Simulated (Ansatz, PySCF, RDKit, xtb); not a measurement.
**Isomers of C4H10P2Si, a sample narrowed down**

A sample of isomers of C4H10P2Si is drawn. Aim: find which of them has the lowest free energy at 298.15 K, then its properties. The sample is small against all isomers, and the most stable one of this formula need not be in it.

Plan: many cheap relaxations first (GFN2-xTB), then density-functional screening, relaxation at PBE-D3(BJ)/def2-SVP, vibrations (at GFN2-xTB) and a final energy. The numbers are computed, not measured.

## Step 1: Possible bonding patterns

Isomers were taken from a list of plausible structures; this is a sample, not all of them. That gives 8 candidates.

| label | SMILES | spin |
| --- | --- | --- |
| c016 | C=C/C=C\[SiH](P)P | singlet |
| c073 | C#CCC[SiH](P)P | singlet |
| c086 | C=CC/P=P/C[SiH3] | singlet |
| c098 | C/C=C\P=P/C[SiH3] | singlet |
| c333 | CC#CC[SiH](P)P | singlet |
| c408 | CCC#C[SiH](P)P | singlet |
| c730 | CC1=CC[Si]1(P)P | singlet |
| c751 | C=C/C=C/[SiH](P)P | singlet |

Candidates are built by distance geometry, with a force field where one applies, in up to four conformers (letters a to d).

**Question.** With final energies at CCSD(T)/def2-SVP + MP2/def2-TZVPP - MP2/def2-SVP, which structure will this search put lowest in free energy, and by what margin?

| quantity | value |
| --- | --- |
| lowest structure found | CC1=CC[Si]1(P)P, singlet |
| next finalist | C=C/C=C/[SiH](P)P, singlet, 3.5 kcal/mol higher in G |
| share at equilibrium, among the finalists | 99.7 % |
| dipole moment (PBE0/def2-SVPD) | 0.96 D |
| HOMO energy (PBE0/def2-SVPD) | -6.99 eV |
| LUMO energy (PBE0/def2-SVPD) | -0.30 eV |
| HOMO–LUMO gap (PBE0/def2-SVPD) | 6.69 eV |
| lowest excitation (TD-PBE0/def2-SVPD) | 5.64 eV (f = 0.012) |
| strongest of the states computed, same level | 5.93 eV (f = 0.048) |
| lowest triplet excitation, same level, Tamm-Dancoff | 4.04 eV |
| vertical ionisation energy | 8.58 eV |
| vertical electron affinity | -1.14 eV (unbound: the value depends on the basis) |
| vertical triplet less singlet | +3.99 eV |

The search ends on `CC1=CC[Si]1(P)P`. Among the finalists first place is clear (3.5 kcal/mol); structures outside the list aren't covered. HF/STO-3G, r2SCAN-D4/def2-SVP, PBE-D3(BJ)/def2-SVP, HF/def2-SVP and MP2/def2-SVP already put its bonding pattern lowest among the structures in one piece; GFN2-xTB favours the singlet C/C=C\P=P/C[SiH3] (c098d, not a finalist). 9 minima inside the window were never screened. Lowest found is not proven lowest: the search is finite, and each finalist counts with one conformer. Only 8 drawn patterns were tried, so whole families of isomers are missing, and the result ranks this sample alone.
